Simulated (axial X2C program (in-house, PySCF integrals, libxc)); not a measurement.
# SrMg: bond curves with and without spin–orbit coupling

What are the state, bond length, wavenumber and bond energy of SrMg, and what does spin–orbit coupling change?

Method: all-electron X2C, Sr dyall-cv3z, Mg dyall-cv3z; program: an in-house X2C program for linear molecules on PySCF integrals.

All values are calculated.

**1. Set-up**

task.json reads:

```json
{"zs": [38, 12], "q": 0, "bas": ["dyall-cv3z", "dyall-cv3z"], "levels": ["PBE0", "HF", "PBEsol"], "cc": true, "r0": 3.24, "thr": -2.0, "nmax": 90, "npts": 10, "nst": 2, "ntry": 6}
```

Keys: zs atomic numbers; q charge; bas basis sets; levels methods (HF also brings MP2); cc coupled cluster on or off; r0 starting distance in Å; thr threshold in hartree for freezing inner shells (an s shell follows its p shell); nmax most natural virtual spinors; npts points asked for on the curve; nst determinants followed; ntry starts of the search.

Command:

```console
$ python so2c.py task.json out
```

Spin-free means the one-electron spin-free X2C Hamiltonian; two-component (2c) means X2C with spin–orbit coupling and atomic mean-field two-electron Coulomb and Gaunt terms. Basis: Sr dyall-cv3z contracted to [13s12p8d5f1g], Mg dyall-cv3z contracted to [9s8p6d3f]; Gaussian nuclei, density fitting. Masses: Sr 87.906 u, Mg 23.985 u.

Notation: σ, π±, δ± give the projection m of an orbital's angular momentum (0, ±1, ±2), α and β its spin, Λ and M_S the sums; ω is the projection of a spinor's total angular momentum and Ω the sum. Logs are in hartree.

The results follow Hamiltonian by Hamiltonian and level by level.

**2. Which state to follow**

PBE0 moves the distance from 3.240 Å to 4.104 Å and compares determinants there.

Spin-free determinants:

| ΔE (eV) | state | open shells |
| --- | --- | --- |
| 0.00 | M_S = 0, Λ = 0 | closed shell |
| 1.25 | M_S = 1, Λ = 0 | beyond closed shells: 2 × σα |
| 1.36 | M_S = 1, Λ = 1 | beyond closed shells: σα, π+α |
| 1.53 | M_S = 0, Λ = 1 | beyond closed shells: σα, π+β |
| 2.13 | M_S = 1, Λ = 2 | beyond closed shells: σα, δ+α |
| 2.44 | M_S = 0, Λ = 2 | beyond closed shells: σα, δ+β |

Two-component determinants:

```tsv
ΔE (eV)	state	open shells
0.00	Ω = 0	closed shell
1.25	Ω = 1	excess of +ω over −ω: 2 × ω = 1/2
1.38	Ω = 2	excess of +ω over −ω: ω = 1/2, ω = 3/2
1.54	Ω = 1	excess of +ω over −ω: ω = -1/2, ω = 3/2
2.14	Ω = 3	excess of +ω over −ω: ω = 1/2, ω = 5/2
2.45	Ω = 2	excess of +ω over −ω: ω = -1/2, ω = 5/2
```

**3. PBE0, spin-free**

State followed: M_S = 0, Λ = 0 (closed shell). The scan is laid around 4.104 Å, a first estimate of the minimum, and this SCF restarts from the orbitals of the search.

Output at 4.104 Å:

```text
spin-free X2C-1e  PBE0
basis functions 217  fitting functions 991  grid points 5087
iter        total energy     max residual
   1      -3379.261486711     1.30e-05
   2      -3379.261486714     9.46e-06
converged
one-electron -4794.89071971  Coulomb 1478.80435328  exact exchange -29.99128511  xc functional -91.98130306  nuclear repulsion 58.79746788
```

Along the bond, energies from the lowest point:

```
R (Å)  E (eV)  μ (D)  HOMO (eV)  LUMO (eV)  iterations
3.571  0.0779   0.06      -3.74      -1.49          11
3.735  0.0298  -0.04      -3.79      -1.42           9
3.858  0.0106  -0.10      -3.82      -1.37           8
3.981  0.0017  -0.16      -3.85      -1.35           8
4.104  0.0000  -0.20      -3.88      -1.35           2
4.248  0.0043  -0.24      -3.91      -1.35           7
4.391  0.0130  -0.26      -3.94      -1.34           7
4.576  0.0274  -0.28      -3.97      -1.34           8
4.802  0.0468  -0.28      -4.00      -1.32           8
5.130  0.0734  -0.26      -4.03      -1.29           8
```

Dipoles are positive if Mg is the positive end.

Outer orbitals at the reference distance:

```
symmetry  occupied  ε (eV)              atomic character
     π-α       yes  -24.81                     100% Sr p
     π+α       yes  -24.81                     100% Sr p
      σα       yes  -24.78                     100% Sr p
      σα       yes   -5.76   77% Mg s, 13% Sr s, 7% Sr p
      σα       yes   -3.88  71% Sr s, 14% Mg p, 10% Mg s
      σα        no   -1.35   52% Mg p, 30% Sr p, 8% Sr s
     π+α        no   -1.29   52% Mg p, 41% Sr p, 6% Sr d
     π-α        no   -1.29   52% Mg p, 41% Sr p, 6% Sr d
     π-α        no   -0.64  53% Sr p, 25% Sr d, 22% Mg p
```

PBE0 fields in the half plane through the axis: z from -2.4 to 6.3 Å across, distance from the axis 0.15 to 2.25 Å upwards; Sr lies at z = 0 and Mg at z = 4.104 Å; the ELF is damped to zero where the density is low.

log10 density (e/bohr³). Ten even steps from '0' (-3.73 ) to '9' (1.53 ):
```
001111222211111111111111111000
011122222222211111112222211100
111222222222222112222222221110
112222333332222222223333222211
122233444443322222333333332211
122234555554322223333444333221
122334567654332233335665433221
122345689865433333346887433221
```

ELF. Ten even steps from '0' (0.03 ) to '9' (0.99 ):
```
258899887777631000135788875300
589987543345542101368999999741
799852110012343223689999999973
898520011100134346888888999996
986201356531024567873112699998
973103788873013678710000069999
872026821286103688402785018999
861037553557203688207848107999
```

Re = 4.076 Å, ωe = 72.0 cm⁻¹, ωexe = 0.921 cm⁻¹, Be = 0.05384 cm⁻¹, De = 0.142 eV, μ = -0.19 D.

**4. HF, spin-free**

Output at 4.104 Å:

```text
spin-free X2C-1e  HF
basis functions 217  fitting functions 991  grid points 5087
iter        total energy     max residual
   1      -3377.254038980     3.42e-01
   2      -3377.272413921     9.79e-03
   3      -3377.272774976     4.08e-03
   4      -3377.272806717     1.61e-03
   5      -3377.272811900     2.94e-04
   6      -3377.272812861     2.24e-04
   7      -3377.272813041     3.89e-05
   8      -3377.272813056     1.11e-05
   9      -3377.272813058     7.04e-06
  10      -3377.272813059     1.69e-06
converged
one-electron -4794.17603216  Coulomb 1478.14420505  exact exchange -120.03845383  xc functional 0.00000000  nuclear repulsion 58.79746788
```

No constants are quoted: the lowest point is the long end of the scan.

**5. PBEsol, spin-free**

Output at 4.104 Å:

```text
spin-free X2C-1e  PBEsol
basis functions 217  fitting functions 991  grid points 5087
iter        total energy     max residual
   1      -3376.775865812     2.53e-01
   2      -3376.780235728     5.99e-03
   3      -3376.780382649     1.56e-02
   4      -3376.780471652     6.54e-04
   5      -3376.780473413     6.80e-04
   6      -3376.780473616     4.14e-05
   7      -3376.780473634     6.70e-05
   8      -3376.780473639     6.88e-06
converged
one-electron -4794.48762895  Coulomb 1478.32721748  exact exchange 0.00000000  xc functional -119.41753004  nuclear repulsion 58.79746788
```

Re = 3.933 Å, ωe = 85.2 cm⁻¹, ωexe = 0.911 cm⁻¹, Be = 0.05784 cm⁻¹, De = 0.214 eV, μ = -0.30 D.

**6. Correlated methods, spin-free**

Correlated methods: 12 electrons correlated (frozen shells, counted by type: Sr 3 s, 2 p, 1 d; Mg 2 s, 1 p), 308 virtual spinors in MP2, 90 natural virtuals in coupled cluster.

Output of the correlated part at 4.104 Å:

```text
correlated 12  virtual 308  natural virtual 90  E(MP2) -0.268155412  MP2 remainder -0.013342954
iter   CCSD correlation   residual
   1     -0.271894529   1.56e-01
   2     -0.280922436   6.38e-02
   3     -0.281224043   1.95e-02
   4     -0.281264185   6.59e-03
   5     -0.281286905   1.78e-03
   6     -0.281284466   7.79e-04
   7     -0.281283600   3.37e-04
   8     -0.281285607   1.69e-04
   9     -0.281284426   7.15e-05
  10     -0.281284393   2.81e-05
  11     -0.281284155   1.11e-05
  12     -0.281284160   4.77e-06
(T) -0.009355443  T1 0.0232  D1 0.0554  max T2 0.110
```

T1 in the output is the amplitude norm over the root of the electron number; divide by √2 for the Lee–Taylor value.

MP2: Re = 4.407 Å, ωe = 44.6 cm⁻¹, Be = 0.04606 cm⁻¹, De = 0.065 eV.

CCSD: No constants are quoted: the lowest point is the long end of the scan.

CCSD(T): No constants are quoted: too few points lie around the minimum for a second fit to confirm the first.

**7. A higher determinant, spin-free**

State: M_S = 1, Λ = 0 (beyond closed shells: 2 × σα).

Output at the reference distance:

```text
spin-free X2C-1e  PBE0
basis functions 217  fitting functions 991  grid points 5087
iter        total energy     max residual
   1      -3379.215444884     3.52e-05
   2      -3379.215444933     2.52e-05
   3      -3379.215444965     1.85e-05
   4      -3379.215444978     1.36e-05
   5      -3379.215444994     1.05e-05
   6      -3379.215444999     5.76e-06
converged
one-electron -4794.11301783  Coulomb 1478.09587631  exact exchange -30.00076189  xc functional -91.99500947  nuclear repulsion 58.79746788
```

```
R (Å)  E above the lowest PBE0 point (eV)
3.571                               1.139
3.735                               1.150
3.858                               1.175
3.981                               1.211
4.104                               1.253
4.248                               1.306
4.391                               1.361
4.576                               1.428
4.802                               1.501
```

No constants are quoted: the lowest point is the short end of the scan.

**8. The spin-free curves together**

Energy (eV) of the followed determinant, spin-free, from each level's lowest point:

```csv
R (Å),PBE0,HF,MP2,CCSD,CCSD(T),PBEsol
3.571,0.078,0.301,0.128,n/a,n/a,0.047
3.735,0.030,0.208,0.068,0.082,0.058,0.011
3.858,0.011,0.157,0.039,0.051,0.032,0.001
3.981,0.002,0.118,0.020,0.031,0.016,0.000
4.104,0.000,0.089,0.009,0.017,0.006,0.006
4.248,0.004,0.063,0.002,0.007,0.001,0.018
4.391,0.013,0.044,0.000,0.002,0.000,0.034
4.576,0.027,0.027,0.002,0.000,0.002,0.056
4.802,0.047,0.012,0.007,n/a,n/a,0.084
5.130,0.073,0.000,0.017,n/a,n/a,0.121
```

**9. PBE0, 2c**

State followed: Ω = 0 (closed shell). The scan is laid around 4.104 Å, a first estimate of the minimum, and this SCF restarts from the orbitals of the search.

The SCF at the reference distance of 4.104 Å:

```text
two-component X2C + atomic mean field  PBE0
basis functions 217  fitting functions 991  grid points 5087
iter        total energy     max residual
   1      -3378.063179227     6.12e-05
   2      -3378.063179228     5.11e-06
converged
one-electron -4791.71148854  Coulomb 1478.12013463  exact exchange -29.97740233  xc functional -91.93950441  nuclear repulsion 58.79746788  atomic mean-field constant -1.35238646
```

Along the bond, energies from the lowest point:

```
R (Å)  E (eV)  μ (D)  HOMO (eV)  LUMO (eV)  iterations
3.571  0.0780   0.06      -3.74      -1.50          11
3.735  0.0298  -0.04      -3.79      -1.43           9
3.858  0.0106  -0.10      -3.82      -1.38           8
3.981  0.0017  -0.16      -3.85      -1.36           8
4.104  0.0000  -0.20      -3.88      -1.35           2
4.248  0.0042  -0.24      -3.91      -1.35           7
4.391  0.0129  -0.26      -3.94      -1.34           7
4.576  0.0274  -0.28      -3.97      -1.34           8
4.802  0.0467  -0.28      -4.00      -1.32           8
5.130  0.0733  -0.26      -4.03      -1.30           8
```

Dipoles are positive if Mg is the positive end.

Outer spinors at the reference distance:

| ω | occupied | ε (eV) | atomic character | λ mixture |
| --- | --- | --- | --- | --- |
| 1/2 | yes | -25.56 | 100% Sr p | 68% π, 32% σ |
| 3/2 | yes | -24.42 | 100% Sr p | 100% π |
| 1/2 | yes | -24.40 | 100% Sr p | 68% σ, 32% π |
| 1/2 | yes | -5.76 | 77% Mg s, 13% Sr s, 7% Sr p | 100% σ |
| 1/2 | yes | -3.88 | 71% Sr s, 14% Mg p, 10% Mg s | 100% σ |
| 1/2 | no | -1.35 | 51% Mg p, 32% Sr p, 7% Sr d | 94% σ, 6% π |
| 1/2 | no | -1.30 | 51% Mg p, 41% Sr p, 7% Sr d | 94% π, 6% σ |
| 3/2 | no | -1.28 | 53% Mg p, 40% Sr p, 7% Sr d | 100% π |
| 1/2 | no | -0.65 | 51% Sr p, 26% Sr d, 22% Mg p | 98% π, 2% σ |

PBE0 fields in the half plane through the axis: z from -2.4 to 6.3 Å across, distance from the axis 0.15 to 2.25 Å upwards; Sr lies at z = 0 and Mg at z = 4.104 Å; the ELF is damped to zero where the density is low.

log10 density (e/bohr³). Ten even steps from ' ' (-3.73 ) to '@' (1.53 ):
```
    ........::::::::..................................      
  ......::::::::::::::::::..............::::::::::......    
......::::::::::::::::::::::::....::::::::::::::::::......  
....::::::::----------::::::::::::::::::--------::::::::....
..::::::----==========----::::::::::----------------::::....
..::::::--==++++++++++==--::::::::--------======------::::..
..::::----==++**##**++==----::::--------++****++==----::::..
..::::--==++**%%@@%%**++==------------==**%%%%##==----::::..
```

ELF. Ten even steps from '0' (0.03 ) to '9' (0.99 ):
```
258898887777631000135788875300
589987543345542101368999999741
799852110012343223689999999973
898520011100134346888888999996
986201356531024567873112699998
973103788873013678710000069999
872026821286103688402785018999
861037553557203688207848107999
```

Re = 4.076 Å, ωe = 72.0 cm⁻¹, ωexe = 0.92 cm⁻¹, Be = 0.05384 cm⁻¹, De = 0.142 eV, μ = -0.19 D.

**10. HF, 2c**

Output at 4.104 Å:

```text
two-component X2C + atomic mean field  HF
basis functions 217  fitting functions 991  grid points 5087
iter        total energy     max residual
   1      -3376.055881793     3.42e-01
   2      -3376.074246154     9.77e-03
   3      -3376.074607891     4.08e-03
   4      -3376.074639701     1.61e-03
   5      -3376.074644894     2.95e-04
   6      -3376.074645858     2.24e-04
   7      -3376.074646039     3.90e-05
   8      -3376.074646054     1.11e-05
   9      -3376.074646057     7.04e-06
  10      -3376.074646057     1.71e-06
converged
one-electron -4790.99697450  Coulomb 1477.46013833  exact exchange -119.98289132  xc functional 0.00000000  nuclear repulsion 58.79746788  atomic mean-field constant -1.35238646
```

No constants are quoted: the lowest point is the long end of the scan.

**11. PBEsol, 2c**

The SCF at the reference distance of 4.104 Å:

```text
two-component X2C + atomic mean field  PBEsol
basis functions 217  fitting functions 991  grid points 5087
iter        total energy     max residual
   1      -3375.578536836     2.54e-01
   2      -3375.582905604     5.97e-03
   3      -3375.583052238     1.57e-02
   4      -3375.583141113     6.54e-04
   5      -3375.583142866     6.79e-04
   6      -3375.583143067     4.14e-05
   7      -3375.583143086     6.72e-05
   8      -3375.583143090     6.91e-06
converged
one-electron -4791.30976280  Coulomb 1477.64443204  exact exchange 0.00000000  xc functional -119.36289375  nuclear repulsion 58.79746788  atomic mean-field constant -1.35238646
```

Re = 3.933 Å, ωe = 85.2 cm⁻¹, ωexe = 0.912 cm⁻¹, Be = 0.05784 cm⁻¹, De = 0.214 eV, μ = -0.30 D.

**12. Correlated methods, 2c**

Correlated methods: 12 electrons correlated (frozen shells, counted by type: Sr 3 s, 2 p, 1 d; Mg 2 s, 1 p), 308 virtual spinors in MP2, 90 natural virtuals in coupled cluster.

Output of the correlated part at 4.104 Å:

```text
correlated 12  virtual 308  natural virtual 90  E(MP2) -0.268180801  MP2 remainder -0.013346249
iter   CCSD correlation   residual
   1     -0.271899768   1.56e-01
   2     -0.280928860   6.38e-02
   3     -0.281230998   1.95e-02
   4     -0.281270985   6.60e-03
   5     -0.281293736   1.78e-03
   6     -0.281291318   7.83e-04
   7     -0.281290447   3.39e-04
   8     -0.281292467   1.70e-04
   9     -0.281291279   7.19e-05
  10     -0.281291247   2.85e-05
  11     -0.281291006   1.13e-05
  12     -0.281291013   4.85e-06
(T) -0.009359082  T1 0.0232  D1 0.0554  max T2 0.110
```

MP2: Re = 4.408 Å, ωe = 44.6 cm⁻¹, Be = 0.04605 cm⁻¹, De = 0.065 eV.

CCSD: No constants are quoted: the lowest point is the long end of the scan.

CCSD(T): No constants are quoted: too few points lie around the minimum for a second fit to confirm the first.

**13. A higher determinant, 2c**

State: Ω = 1 (excess of +ω over −ω: 2 × ω = 1/2).

Output at the reference distance:

```text
two-component X2C + atomic mean field  PBE0
basis functions 217  fitting functions 991  grid points 5087
iter        total energy     max residual
   1      -3378.017142866     7.41e-05
   2      -3378.017142872     7.80e-06
converged
one-electron -4790.94338750  Coulomb 1477.42142747  exact exchange -29.98690400  xc functional -91.95336027  nuclear repulsion 58.79746788  atomic mean-field constant -1.35238646
```

```
R (Å)  E above the lowest PBE0 point (eV)
3.571                               1.138
3.735                               1.149
3.858                               1.175
3.981                               1.211
4.104                               1.253
4.248                               1.306
4.391                               1.361
4.576                               1.428
4.802                               1.501
```

No constants are quoted: the lowest point is the short end of the scan.

**14. The 2c curves together**

Energy (eV) of the followed determinant, 2c, from each level's lowest point:

```
R (Å)   PBE0     HF    MP2   CCSD  CCSD(T)  PBEsol
3.571  0.078  0.302  0.128    n/a      n/a   0.047
3.735  0.030  0.208  0.068  0.082    0.058   0.011
3.858  0.011  0.157  0.039  0.051    0.032   0.001
3.981  0.002  0.119  0.020  0.031    0.016   0.000
4.104  0.000  0.089  0.009  0.017    0.006   0.006
4.248  0.004  0.063  0.002  0.007    0.001   0.018
4.391  0.013  0.044  0.000  0.002    0.000   0.034
4.576  0.027  0.027  0.002  0.000    0.002   0.056
4.802  0.047  0.012  0.007    n/a      n/a   0.084
5.130  0.073  0.000  0.017    n/a      n/a   0.121
```

Time for the job: 1.8 min (1 thread of Arm Neoverse V2, shared host); peak memory 0.81 GiB.

**15. Constants**

Lowest determinant that the search found at its distance, spin-free: M_S = 0, Λ = 0 (closed shell).

Lowest determinant that the search found at its distance, 2c: Ω = 0 (closed shell).

| Hamiltonian | level | Re (Å) | ωe (cm⁻¹) | De (eV) | μ (D) |
| --- | --- | --- | --- | --- | --- |
| spin-free | PBE0 | 4.076 | 72.0 | 0.142 | -0.19 |
| spin-free | MP2 | 4.407 | 44.6 | 0.065 | n/a |
| spin-free | PBEsol | 3.933 | 85.2 | 0.214 | -0.30 |
| 2c | PBE0 | 4.076 | 72.0 | 0.142 | -0.19 |
| 2c | MP2 | 4.408 | 44.6 | 0.065 | n/a |
| 2c | PBEsol | 3.933 | 85.2 | 0.214 | -0.30 |

Dipoles are positive if Mg is the positive end. No constants: spin-free HF (the lowest point is the long end of the scan); spin-free CCSD (the lowest point is the long end of the scan); spin-free CCSD(T) (too few points lie around the minimum for a second fit to confirm the first); 2c HF (the lowest point is the long end of the scan); 2c CCSD (the lowest point is the long end of the scan); 2c CCSD(T) (too few points lie around the minimum for a second fit to confirm the first).

Time per point (s) on 1 thread of Arm Neoverse V2, shared host (2c runs); the times are rough: PBE0 0.34, MP2 0.56, PBEsol 0.22.

In words: At MP2, going from spin-free to two-component changes Re by +1 mÅ, ωe by -0.1 %; the spin-free picture holds up (part of it comes from the scalar share of the two-electron terms). De moves by 0.00 eV; both De rest on single-determinant atoms, which can miss part of an open shell's spin–orbit lowering.

De refers to Sr + Mg, each in the lowest determinant found, which need not be this curve's own limit. The state is a single determinant with fixed occupations, the lowest that a limited PBE0 search found. Closed shells are restricted here (equal orbitals for both partners), which fails at long range if the bond breaks into open shells. De is counted from the lowest determinant-based energies of the atoms at the same level, without counterpoise correction.
